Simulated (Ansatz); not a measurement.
**WH₄ (singlet): the correlation ladder, def2-TZVPP**

The task here is to estimate one member of a computed series from the others.

Method: def2-TZVPP, core rule «outside noble gas», up to 4 orbitals frozen; program: Ansatz 0.2.0, Gaussian basis.

The runs, in order: UHF; CCSD(T) on RHF; CCSD(T) on UHF; CCSDT(Q) on RHF; CCSDT(Q) on UHF; CASSCF and NEVPT2, 10 electrons in 10 orbitals.

8 further runs of the same task are left out: 2 for a known fault of the program, 6 set aside as unsound or not needed.

### The geometry

The geometry is a PBE0/def2-TZVP stationary point (not a proven minimum) of the parent state, kept for this charge and spin. No spin-orbit coupling is included. Elements past krypton take def2 core potentials.

5 atoms, charge 0, spin multiplicity 1.

Atoms are counted from 1 here; the program's logs count them from 0.

Bond lengths: W1–H2 1.704 Å, W1–H3 1.704 Å, W1–H4 1.704 Å, W1–H5 1.704 Å. Angles: H2–W1–H3 109.5°, H2–W1–H4 109.5°, H2–W1–H5 109.5°, H3–W1–H4 109.5°, H3–W1–H5 109.5°, H4–W1–H5 109.5°.

The first run:

in.yaml

```yaml
crystal:
  periodic: [false, false, false]
  atoms:
    - {symbol: W, position_ang: [0.000000, 0.000000, 0.000000]}
    - {symbol: H, position_ang: [0.982703, 0.985302, 0.983701]}
    - {symbol: H, position_ang: [-0.986103, -0.981502, 0.984097]}
    - {symbol: H, position_ang: [-0.981699, 0.982499, -0.987499]}
    - {symbol: H, position_ang: [0.985099, -0.986299, -0.980299]}
basis:
  gaussian: {orbitals: def2-TZVPP}
magnetization: {spin_polarized: true, initial_magnetization: 0}
hamiltonian: {xc: hf}
output: {orbitals: {seedname: orbitals}}
```

The run is started by

```sh
$ ansatz run in.yaml --threads 1 --pin off --events-out ev --progress --plain --max-ram 4096MiB --backend cpu
```

Among the steps run: UHF; CCSD(T) on RHF; CCSD(T) on UHF; CCSDT(Q) on RHF; CCSDT(Q) on UHF; CASSCF and NEVPT2, 10 electrons in 10 orbitals.

One of the session's tables, all rows but one given; the rest of the session is left out.

It belongs to the step «Misses and costs». 

| method | from RCCSDT(Q) (meV) |
| --- | --- |
| RHF | +7413.6 |
| UHF | +6169.2 |
| RMP2 | +1418.9 |
| UMP2 | +488.3 |
| RCCSD | +568.3 |
| UCCSD | ? |
| RCCSD(T) | +228.3 |
| UCCSD(T) | -746.8 |
| RCCSDT | +68.4 |
| UCCSDT | -905.4 |
| RCCSDT(Q) | 0 |
| UCCSDT(Q) | -944.9 |
| CASSCF valence | +4886.5 |
| NEVPT2 valence | +1120.4 |

Q: Estimate the row for UCCSD from the others.

As computed: from RCCSDT(Q) (meV): -414.7. In the column «from RCCSDT(Q) (meV)» it lies between UCCSD(T) (-746.8) and RCCSDT(Q) (0).

The program flags RCCSD(T), UCCSD(T), RCCSDT(Q), UCCSDT(Q) as in doubt (see the logs), so the zero of the table is itself unsure.

Limits of these values: The determinant is far from a pure spin state, so its energy mixes those of several spin states (harmless only where they are near-degenerate, as at dissociation). The report flags that the cluster equations may have other roots. The program flags RCCSD(T), UCCSD(T), RCCSDT(Q), UCCSDT(Q) as in doubt, so the zero of the table is itself unsure. Warnings: restricted reference is unstable; spin contamination; large T1 diagnostic. Restricted and unrestricted rows rest on different reference determinants; where their highest levels disagree by more than a few hundredths of an eV, they describe different states and don't form one ladder.
